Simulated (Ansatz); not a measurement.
**CuO2 in Ansatz: convergence with k mesh**

CuO2:

```
Cu O
1.0
     1.41261   -5.21075    0.00000
     1.41261    5.21075    0.00000
     0.00000    0.00000    4.34342
Cu O
2 4
Direct
  0.16725 0.83275 0.75000
  0.83275 0.16725 0.25000
  0.78897 0.21103 0.75000
  0.21103 0.78897 0.25000
  0.55149 0.44851 0.75000
  0.44851 0.55149 0.25000
```

The cell comes from a database or a generator and needn't be the stable form of this composition.

```yaml
Program: Ansatz 0.2.0
Task: convergence study
Functional: PBEsol
Potentials_or_basis: Ansatz PAW
Cutoff: "420 eV (not typed: the program's choice for these potentials)"
k_mesh: 3 × 3 × 2
Occupations: fermi-dirac, width 0.1 eV
Spin: no spin polarisation
```

These are the settings of the first run; the series varies k mesh, with any setting tied to it.

Hardware: 2 threads of Arm Neoverse V1, on a shared host.

Question: The values tried are 3 × 3 × 2, 4 × 4 × 3, 5 × 5 × 3, 6 × 6 × 4, 7 × 7 × 5, 9 × 9 × 6, 11 × 11 × 7, 13 × 13 × 9, 16 × 16 × 10, loosest first. From which on does the largest force stay within 0.005 eV/Å of the tightest run that finished?

Answer: From 11 × 11 × 7 on.

| k mesh | energy less the tightest run, at zero smearing (meV/atom) | pressure (GPa) | largest force (eV/Å) | SCF cycles | CPU time (s) | peak memory (GiB) |
| --- | --- | --- | --- | --- | --- | --- |
| 3 × 3 × 2 | -34.41 | -9.01 | 0.383 | 10 | 1.9 | 0.32 |
| 4 × 4 × 3 | 3.56 | -8.36 | 0.596 | 9 | 2.7 | 0.34 |
| 5 × 5 × 3 | 1.65 | -8.48 | 0.658 | 9 | 3.1 | 0.35 |
| 6 × 6 × 4 | 2.01 | -8.54 | 0.539 | 9 | 5.6 | 0.38 |
| 7 × 7 × 5 | 1.09 | -8.54 | 0.547 | 10 | 7.5 | 0.39 |
| 9 × 9 × 6 | -0.65 | -8.57 | 0.530 | 9 | 13 | 0.46 |
| 11 × 11 × 7 | -0.14 | -8.56 | 0.539 | 9 | 19 | 0.52 |
| 13 × 13 × 9 | 0.00 | -8.56 | 0.540 | 9 | 32 | 0.65 |
| 16 × 16 × 10 | 0.00 | -8.56 | 0.540 | 9 | 58 | 0.9 |

Against the tightest run, the energy stays within 1 meV/atom from 9 × 9 × 6 on; the pressure stays within 0.1 GPa from 5 × 5 × 3 on. Meshes of other sizes hit other points, so gaps and Fermi surfaces needn't settle smoothly. The tightest run that finished is the yardstick and may itself not be fully converged.

Caveat, for the tightest run too: the pressure holds a Pulay correction of +0.9 GPa for the finite cutoff; the run has no spin polarisation, though such a crystal can be magnetic; semilocal functionals often make such compounds metallic where correlation or magnetic order opens a gap, which also shifts bond lengths; the PAW data sets come from PBE, with cores solved anew for the run's functional, which leaves a small shift of forces and pressure.
